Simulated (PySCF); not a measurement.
# EuH2O (Eu(H2O)2+): the cost of one run

Computed with PySCF 2.14.0. Level: PBE0, Eu lcecp-0-SVP with ECP53, O def2-SVP, H def2-SVP; scalar-relativistic core potentials, no spin–orbit coupling.

1 further run of the same task is left out (for a known fault of the program).

### Step 1. Where the work starts

4 atoms, charge 2, spin multiplicity 1.

Bond lengths: Eu1–O2 2.645 Å, O2–H3 0.970 Å, O2–H4 0.970 Å. Angles: Eu1–O2–H3 127.5°, Eu1–O2–H4 127.5°, H3–O2–H4 105.1°.

Coordinates:

```xyz
4
charge 2, multiplicity 1
Eu    0.0000    0.0000    0.0000
O     0.0000    0.0000    2.6450
H     0.7700    0.0000    3.2350
H    -0.7700    0.0000    3.2350
```

Formal oxidation states: Eu +2. Each metal's 7 4f electrons lie in its core potential, so multiplicities, spins and levels count the valence alone.

### Step 2. SCF at the start, singlet

The input, run.py (the lines that set the calculation):

```python
mol = gto.M(atom='''
Eu     0.00000     0.00000     0.00000
O      0.00000     0.00000     2.64500
H      0.77000     0.00000     3.23500
H     -0.77000     0.00000     3.23500''',
    basis={'Eu': 'lcecp-0-SVP', 'O': 'def2-SVP', 'H': 'def2-SVP'},
    ecp={'Eu': 'lcecp-0-SVP'},
    charge=2, spin=0)
mf = dft.RKS(mol, xc='PBE0')
mf.grids.atom_grid = (50, 194)  # f atoms: unpruned, at least (60, 302)
mf = mf.density_fit()  # fitting sets: Eu AutoAux, O def2-universal-JKFIT, H def2-universal-JKFIT
mf.conv_tol = 1e-08; mf.max_cycle = 55
mf.kernel(dm0)  # dm0: free metal ions and neutral atoms
```

The run is started by

```bash
OMP_NUM_THREADS=2 python run.py
```

**Question.** How long does this run take on 2 threads of AMD EPYC 7R43 (Zen 3), shared host, and how much memory does it need?

About 2.3 s, with a peak of 0.32 GiB.
